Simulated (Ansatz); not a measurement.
# CH4AlNO: small, medium and large basis sets

An exercise on one series of results from a longer session: the logs are not shown, and one member is left open.

The runs use Ansatz 0.2.0, Gaussian basis; one geometry, several basis sets.

Levels to be run: PBE0-D4/def2-SVP; ωB97M-V/def2-SVP; PBE0-D4/def2-QZVPP; ωB97M-V/def2-QZVPP; the functionals' def2-TZVPP values are taken from earlier runs.

## The relaxed structure

An earlier PBE0-D4 in a triple-zeta def2 set relaxation fixed the geometry.

8 atoms, charge 0, spin multiplicity 1.

Atoms are counted from 1 here; the program's logs count them from 0.

Bond lengths: N1–C2 1.325 Å, N1–H5 1.008 Å, N1–H6 1.005 Å, C2–O3 1.231 Å, C2–H7 1.100 Å, O3–Al4 2.097 Å, Al4–H8 1.658 Å. Angles: C2–N1–H5 119.8°, C2–N1–H6 120.9°, H5–N1–H6 119.3°, N1–C2–O3 123.1°, N1–C2–H7 116.1°, O3–C2–H7 120.8°, C2–O3–Al4 118.5°, O3–Al4–H8 87.8°.

The first run:

in.yaml

```yaml
crystal:
  periodic: [false, false, false]
  atoms:
    - {symbol: N, position_ang: [-0.307405, 1.564198, 0.011506]}
    - {symbol: C, position_ang: [0.292711, 0.383382, 0.026591]}
    - {symbol: O, position_ang: [-0.318002, -0.682284, -0.049504]}
    - {symbol: Al, position_ang: [0.780162, -2.468016, -0.014731]}
    - {symbol: H, position_ang: [-1.310992, 1.614487, -0.065541]}
    - {symbol: H, position_ang: [0.224729, 2.414010, 0.075414]}
    - {symbol: H, position_ang: [1.389081, 0.399162, 0.112412]}
    - {symbol: H, position_ang: [-0.658082, -3.282038, -0.152049]}
basis:
  gaussian: {orbitals: def2-SVP}
hamiltonian: {xc: pbe0, dispersion: d4}
output: {orbitals: {seedname: orbitals}}
```

Run with:

```bash
$ ansatz run in.yaml --threads 2 --pin off --events-out ev --progress --plain --max-ram 4352MiB
```

Steps of the session up to this table: PBE0-D4 in def2-SVP; ωB97M-V in def2-SVP; PBE0-D4 in def2-QZVPP; ωB97M-V in def2-QZVPP.

One of the session's tables, all rows but one given; the rest of the session is left out.

It belongs to the step «Density functionals: the series». 

| functional | basis | HOMO (eV) |
| --- | --- | --- |
| PBE0-D4 | def2-SVP | ? |
| PBE0-D4 | def2-TZVPP | -4.32 |
| PBE0-D4 | def2-QZVPP | -4.37 |
| ωB97M-V | def2-SVP | -6.05 |
| ωB97M-V | def2-TZVPP | -6.19 |
| ωB97M-V | def2-QZVPP | -6.25 |

Q: Estimate the row for PBE0-D4, def2-SVP from the others.

The run gave: HOMO (eV): -4.24. In the column «HOMO (eV)» it is the highest.
